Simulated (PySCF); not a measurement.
# Cl5Cr ([CrCl5]3-): the cost of one run

Programs: PySCF 2.14.0, with routines of our own; each step states its level. All values are computed. Atoms count from 0.

## 1. The starting structure

6 atoms, charge -3, states of the metal's open shell are computed; geometry from: model start, shaken.

## 2. Geometry optimisation at PBE0-D3(BJ)/def2-TZVP

What the job is given:

```
{"job": {"xc": "PBE0", "basis": "def2-TZVP", "d3": "d3bj", "grid": 1, "maxiter": 45, "solvent": "water", "kind": "geom"}, "charge": -3, "metal": "Cr", "open_shell": "d4"}
Cr     0.000020     0.004480    -0.004110
Cl    -0.013360    -0.006820     2.435130
Cl     0.000900     0.020100    -2.457380
Cl     2.440690     0.007350     0.005350
Cl    -1.223420     2.107800    -0.000440
Cl    -1.214570    -2.141930    -0.006860
```

On the command line:

```bash
$ OMP_NUM_THREADS=1 python lf_run.py task.json out
```

This one command runs all jobs of the session in turn.

**Question.** How long does this first job take on 1 thread of Intel Xeon 6975P-C, shared host, and how much memory does it need?

About 9.5 min, with a peak of 1.4 GiB.
